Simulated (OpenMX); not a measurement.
Runs of OpenMX 3.8.5 on AgRh. The structure is hexagonal, space group P-6m2 (No. 187). The conventional cell has a = 2.701 Å, b = 2.701 Å, c = 4.677 Å, α = 90.00°, β = 90.00°, γ = 120.00°. Ag (site symmetry -6m2) is surrounded by 6 Ag at 2.70 Å and 6 Rh at 2.81 Å. Around Rh (site symmetry -6m2) lie 6 Rh at 2.70 Å and 6 Ag at 2.81 Å. The cell comes from a database or a generator and needn't be the stable form of this composition.

```tsv
cell	gap on the mesh (eV)	pressure (GPa)
P-6m2, 14.78 Å³/atom	none	18.9
P-6m2, 16.06 Å³/atom	none	1.8
P-6m2, 14.14 Å³/atom	none	31.6
P-6m2, 17.35 Å³/atom	none	(b)
P-6m2, 16.71 Å³/atom	none	-4.3
P-6m2, 15.42 Å³/atom	none	(a)
```

Alike in all rows: task single point; level PBE; potentials or basis OpenMX 2013 PBE set, Ag7.0-s3p2d2, Rh7.0-s3p2d2, grid cutoff 400 Ry; no spin polarisation; k mesh 9 × 9 × 5; smearing fermi-dirac 0.05 eV.

**Question.** Estimate the missing entries.

**Answer.** (a) 9.3; (b) -8.6.

Caveats: the basis of atomic orbitals isn't converged, which shifts pressures, moduli and gaps.

A k mesh can miss the band edges, and the runs leave out spin-orbit coupling on Ag, Rh.

A gap of «none» marks a metal or a gap under the smearing width.
